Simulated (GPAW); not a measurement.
# One shape, several levels: GeH2F2 (difluorogermane)

We compute a comparison of 3 runs (PBE/real-space grid, PBE/dzp, SVWN5/dzp) of GeH2F2 (difluorogermane). The job is set up through an ASE script.

The calculation is run with GPAW 26.7.0.

6 further runs of the same task are left out: 4 that didn't finish, 2 set aside as unsound or not needed.

## (1) Starting point

GeH2F2 has 5 atoms, charge 0, and is taken as a singlet. As SMILES, `[F][GeH2][F]`. Geometry: relaxed at PBE0-D4/def2-TZVP.

Bond lengths: F1–Ge2 1.724 Å, Ge2–F3 1.724 Å, Ge2–H4 1.527 Å, Ge2–H5 1.527 Å. Angles: F1–Ge2–F3 105.0°, F1–Ge2–H4 107.9°, F1–Ge2–H5 107.9°, F3–Ge2–H4 107.9°, F3–Ge2–H5 107.9°, H4–Ge2–H5 119.3°.

## (2) The charge distribution at PBE/real-space grid (scalar-relativistic datasets) (run 1)

molecule.xyz reads:

```xyz
5

F     -0.572600     0.228500     1.525800
Ge     0.103000    -0.071300    -0.032200
F     -0.974500     0.694200    -1.139700
H      0.047300    -1.576200    -0.286700
H      1.446600     0.651000    -0.108600
```

run.py reads:

```python
import numpy as np
from ase.io import read
from ase.units import Debye
from gpaw import GPAW

atoms = read('molecule.xyz')
atoms.center(vacuum=4.5)

dft = GPAW(mode='fd', h=0.18, xc='PBE', maxiter=150, txt='-')
atoms.calc = dft

energy = atoms.get_potential_energy()
print(f'Energy = {energy:.5f} eV')
forces = atoms.get_forces()
print('Forces (eV/Ang)')
for symbol, f in zip(atoms.symbols, forces):
    print(f'{symbol:2} {f[0]:9.4f} {f[1]:9.4f} {f[2]:9.4f}')
dipole = atoms.get_dipole_moment() / Debye
print(f'Dipole: {np.linalg.norm(dipole):.3f} D')
homo, lumo = dft.get_homo_lumo()
print(f'HOMO = {homo:.3f} eV')
print(f'LUMO = {lumo:.3f} eV')
print(f'Gap = {lumo - homo:.3f} eV')
```

Started as:

```console
$ python run.py > run.log
```

What it wrote:

```text
[...]
Number of symmetries: 1
[...]
  Number of IBZ points: 1
[...]
Spin-components: 1 (collinear spins)
Bands:           14
[...]
  Valence electrons: 20.0
[...]
  Grid points: [64 64 64]
  Charge: 0.0  # |e|
[...]
    cutoffs:
[...]
occupation numbers:
  # Zero width
[...]
xc functional:
  name: PBE with 2 nearest neighbor stencil
[...]
|iter     |     time |      energy | eigst |  dens |
[...]
|iter:   1| 00:00:05 |  -22.611648 | +0.84 |       |
[...]
|iter:  13| 00:00:33 |  -20.810825c| -7.63c| -5.92c|
Converged in 13 steps
[...]
Energy contributions relative to reference atoms: (reference = -62550.779747)
Energy contributions:
  Kinetic:          36.781425
  Coulomb:         -37.124959
  Zero:              0.446479
  External:          0.000000
  Xc:              -20.913770
  Entropy:           0.000000
  Spinorbit:         0.000000
  ----------------------------
  Free energy:     -20.810825
  Extrapolated:    -20.810825
dipole moment: (0.455175, -0.276352, -0.116832)  # |e|*Ang
Fermi level: -4.869
Eigenvalues  # (at kpt = [0.000, 0.000, 0.000])
| band index |      eig [eV] | occ [0-2] |
|------------|---------------|-----------|
|          0 |       -29.279 |     2.000 |
|        ... |               |           |
|          2 |       -14.864 |     2.000 |
|          3 |       -11.263 |     2.000 |
|          4 |       -10.985 |     2.000 |
|          5 |       -10.898 |     2.000 |
|          6 |        -9.619 |     2.000 |
|          7 |        -9.571 |     2.000 |
|          8 |        -9.446 |     2.000 |
|          9 |        -8.523 |     2.000 |
|         10 |        -1.215 |     0.000 |
|         11 |        -1.186 |     0.000 |
[...]
Gap: 7.308 eV
Transition (v -> c):
[...]
Forces (eV/Ang)
F    -0.4192    0.1052    1.0854
Ge    0.8654   -0.5198   -0.2171
F    -0.5635    0.4493   -0.7926
H    -0.0362   -0.2760   -0.0483
H     0.2353    0.1523   -0.0103
Dipole: 2.619 D
HOMO = -8.523 eV
LUMO = -1.215 eV
Gap = 7.308 eV
```

Run time: 34 s. Hardware: 1 thread of Intel Xeon Platinum 8259CL at 2.50GHz (Skylake/Cascade Lake), shared host; peak memory 0.65 GiB.

## (3) Energy and one-electron properties at PBE/dzp (scalar-relativistic datasets) (run 2)

sp.py reads:

```python
import numpy as np
from ase.io.zmatrix import parse_zmatrix
from ase.units import Debye
from gpaw import GPAW

# Set up the molecule
zmat = """
F
Ge 1 r2
F 2 r3 1 a3
H 2 r4 3 a4 1 d4
H 2 r5 4 a5 1 d5
"""
values = dict(r2=1.724436, r3=1.724399, a3=104.9681, r4=1.527284, a4=107.91501, d4=114.89937, r5=1.527356, a5=119.3225, d5=123.52917)
molecule = parse_zmatrix(zmat, defs=values)
molecule.center(vacuum=4.5)

# Ground state
calc = GPAW(mode='lcao', basis='dzp', h=0.18, xc='PBE', maxiter=150, txt='-')
molecule.calc = calc

energy = molecule.get_potential_energy()
print(f'Energy: {energy:.5f} eV')
forces = molecule.get_forces()
print('Forces (eV/Ang)')
for symbol, f in zip(molecule.symbols, forces):
    print(f'{symbol:2} {f[0]:9.4f} {f[1]:9.4f} {f[2]:9.4f}')
dipole = molecule.get_dipole_moment() / Debye
print(f'Dipole                  {np.linalg.norm(dipole):.3f} D')
homo, lumo = calc.get_homo_lumo()
print(f'HOMO = {homo:.3f} eV')
print(f'LUMO: {lumo:.3f} eV')
print(f'Gap                     {lumo - homo:.3f} eV')
```

Started as:

```console
$ python3 sp.py
```

What it wrote:

```text
[...]
Number of symmetries: 1
[...]
  Number of IBZ points: 1
[...]
basis functions: 49
Spin-components: 1 (collinear spins)
Bands:           14
[...]
  Valence electrons: 20.0
[...]
  Grid points: [64 64 64]
  Charge: 0.0  # |e|
[...]
    cutoffs:
[...]
occupation numbers:
  # Zero width
[...]
xc functional:
  name: PBE with 2 nearest neighbor stencil
[...]
|iter     |     time |      energy | eigst |  dens |
[...]
|iter:   1| 00:00:08 |  -20.020112 |      c|       |
[...]
|iter:   8| 00:00:15 |  -18.562984c|      c| -4.00c|
Converged in 8 steps
[...]
Energy contributions relative to reference atoms: (reference = -62550.779747)
Energy contributions:
  Kinetic:          50.666045
  Coulomb:         -47.282420
  Zero:              0.593467
  External:          0.000000
  Xc:              -22.540076
  Entropy:           0.000000
  Spinorbit:         0.000000
  ----------------------------
  Free energy:     -18.562984
  Extrapolated:    -18.562984
dipole moment: (0.327738, -0.426884, -0.000007)  # |e|*Ang
Fermi level: -4.275
Eigenvalues  # (at kpt = [0.000, 0.000, 0.000])
| band index |      eig [eV] | occ [0-2] |
|------------|---------------|-----------|
|          0 |       -28.858 |     2.000 |
|        ... |               |           |
|          2 |       -14.623 |     2.000 |
|          3 |       -10.773 |     2.000 |
|          4 |       -10.567 |     2.000 |
|          5 |       -10.565 |     2.000 |
|          6 |        -9.034 |     2.000 |
|          7 |        -9.023 |     2.000 |
|          8 |        -8.886 |     2.000 |
|          9 |        -8.121 |     2.000 |
|         10 |        -0.429 |     0.000 |
|         11 |        -0.370 |     0.000 |
[...]
Gap: 7.691 eV
Transition (v -> c):
[...]
Forces (eV/Ang)
F    -1.6640    0.0024    0.0001
Ge    0.8396   -1.0760    0.0010
F     0.4619    1.6097    0.0000
H     0.1890   -0.2517   -0.4449
H     0.1885   -0.2511    0.4437
Dipole                  2.585 D
HOMO = -8.121 eV
LUMO: -0.429 eV
Gap                     7.691 eV
```

Run time: 17 s. Hardware: 1 thread of Intel Xeon Platinum 8259CL at 2.50GHz (Skylake/Cascade Lake), shared host; peak memory 0.63 GiB.

## (4) The charge distribution at SVWN5/dzp (scalar-relativistic datasets) (run 3)

sp.py reads:

```python
import numpy as np
from ase.io.zmatrix import parse_zmatrix
from ase.units import Debye
from gpaw import GPAW, setup_paths
from gpaw.atom.configurations import parameters
from gpaw.atom.generator import Generator

# Structure
mol = parse_zmatrix("""
F
Ge 1 1.724436
F 2 1.724399 1 104.9681
H 2 1.527284 3 107.91501 1 114.89937
H 2 1.527356 4 119.3225 1 123.52917
""")
mol.center(vacuum=4.5)

# Generate the setups first
for symbol in ["F", "Ge", "H"]:
    Generator(symbol, xcname="LDA_X+LDA_C_VWN", scalarrel=True, nofiles=True, txt=None).run(**parameters[symbol])
setup_paths.insert(0, ".")

# GPAW settings
gpaw_calc = GPAW(mode="lcao",
                 basis="dzp",
                 h=0.2,
                 xc="LDA_X+LDA_C_VWN",
                 occupations={"name": "fermi-dirac", "width": 0.01},
                 maxiter=100,
                 txt="F2GeH2.txt")
mol.calc = gpaw_calc

energy = mol.get_potential_energy()
print(f"Energy                  {energy:.5f} eV")
forces = mol.get_forces()
print("Forces (eV/Ang)")
for symbol, f in zip(mol.symbols, forces):
    print(f'{symbol:2} {f[0]:9.4f} {f[1]:9.4f} {f[2]:9.4f}')
dipole = mol.get_dipole_moment() / Debye
print(f"Dipole: {np.linalg.norm(dipole):.3f} D")
homo, lumo = gpaw_calc.get_homo_lumo()
print(f"HOMO = {homo:.3f} eV")
print(f"LUMO = {lumo:.3f} eV")
print(f"Gap                     {lumo - homo:.3f} eV")

# Non-self-consistent energies
nsc = {}
for xc in ["GGA_X_B88+GGA_C_P86", "LDA_X+LDA_C_VWN", "AM05", "WC", "GGA_X_N12+GGA_C_N12", "revPBE"]:
    nsc[xc] = energy + gpaw_calc.get_xc_difference(xc)
    print(f'{xc:32} {nsc[xc]:12.4f} eV')
```

Started as:

```console
$ python sp.py
```

What it wrote:

```text
Energy                  -19.69499 eV
Forces (eV/Ang)
F    -0.8425    0.0050    0.0000
Ge    0.4349   -0.5352    0.0010
F     0.2737    0.8028    0.0001
H     0.1300   -0.1780   -0.3531
H     0.1294   -0.1774    0.3519
Dipole: 2.707 D
HOMO = -8.214 eV
LUMO = -0.670 eV
Gap                     7.544 eV
GGA_X_B88+GGA_C_P86                 -149.5883 eV
LDA_X+LDA_C_VWN                      -19.6950 eV
AM05                                 -27.2975 eV
WC                                  -107.5315 eV
GGA_X_N12+GGA_C_N12                 -167.3781 eV
revPBE                              -135.6838 eV
```

F2GeH2.txt:

```text
__  _  _
 | _ |_)|_||  |
 |__||  | ||/\| - 26.7.0

units:  Angstrom and eV
cores:  1
OpenMP: False

Versions:
  Python: 3.12.14
  ASE:    3.29.0
  Numpy:  2.5.5
  Scipy:  1.18.1
  Libxc:  7.0.0

        _gpaw.cpython-312-x86_64-linux-gnu.so

[... 60 lines left out ...]
|   |                                coordinates |     weight |
[... 143 lines left out ...]
  Fourier metric: weight=20.0, sigma=0.015
[... 197 lines left out ...]
Reference energy: -62440.509381  # eV
[... 30 lines left out ...]
convergence criteria:
[... 17 lines left out ...]
Converged in 8 steps
[... 15 lines left out ...]
dipole moment: (0.343298, -0.446963, -0.000006)  # |e|*Ang
[... 13 lines left out ...]
Gap: 7.544 eV
Transition (v -> c):
  (s=0, k=0, n=9, [0.00, 0.00, 0.00]) -> (s=0, k=0, n=10, [0.00, 0.00, 0.00])
No difference between direct/indirect transitions
vacuum-level: 0.000  # V

Forces  # eV/Ang
|        x |        y |        z |
|----------|----------|----------|
| -0.84252 |  0.00500 |  0.00004 |  # F    0
|  0.43490 | -0.53524 |  0.00097 |  # Ge   1
|  0.27373 |  0.80276 |  0.00006 |  # F    2
|  0.12996 | -0.17799 | -0.35310 |  # H    3
|  0.12939 | -0.17739 |  0.35195 |  # H    4

Force computation time: 0.169  # s

timing:  # [seconds]
  Total:  17.150  # ━━━━━━━━━━━━━━━━━━━━━━━━━━━━━━━━━━━━━━━━━━━━━━━━━━━━━━━━━
  Init:    6.465  # ━━━━━━━━━━━━━━━━━━━━━╸
  SCF:     5.824  # ━━━━━━━━━━━━━━━━━━━╸
  Forces:  0.169  # ╸

Max RSS: 494.219  # MiB
```

It took 20 s on 1 thread of Intel Xeon Platinum 8259CL at 2.50GHz (Skylake/Cascade Lake), shared host; peak memory 0.48 GiB.

## (5) Overview of the runs

| run | level | mode | grid spacing | energy (Eh) | dipole moment (D) | HOMO energy (eV) | LUMO energy (eV) | wall time |
| --- | --- | --- | --- | --- | --- | --- | --- | --- |
| 1 | PBE/real-space grid (scalar-relativistic datasets) | fd | 0.18 | -2299.463541 | 2.62 | -8.52 | -1.22 | 34 s |
| 2 | PBE/dzp (scalar-relativistic datasets) | lcao | 0.18 | -2299.380934 | 2.59 | -8.12 | -0.43 | 17 s |
| 3 | SVWN5/dzp (scalar-relativistic datasets) | lcao | 0.2 | -2295.370174 | 2.71 | -8.21 | -0.67 | 20 s |

## (6) Results

```
                                                     quantity        value
run 3: energy as printed (from the program's reference atoms)  -19.6950 eV
                                         run 3: dipole moment       2.71 D
                                           run 3: HOMO energy     -8.21 eV
                                           run 3: LUMO energy     -0.67 eV
                                         run 3: HOMO–LUMO gap      7.54 eV
```

In words: The dipole moment (its size) runs from 2.59 D (PBE/dzp) to 2.71 D (SVWN5/dzp). The HOMO–LUMO gap runs from 7.31 eV (PBE/real-space grid) to 7.69 eV (PBE/dzp). Totals of different functionals can't be ranked against each other. All runs together took 71 s, the longest 34 s.
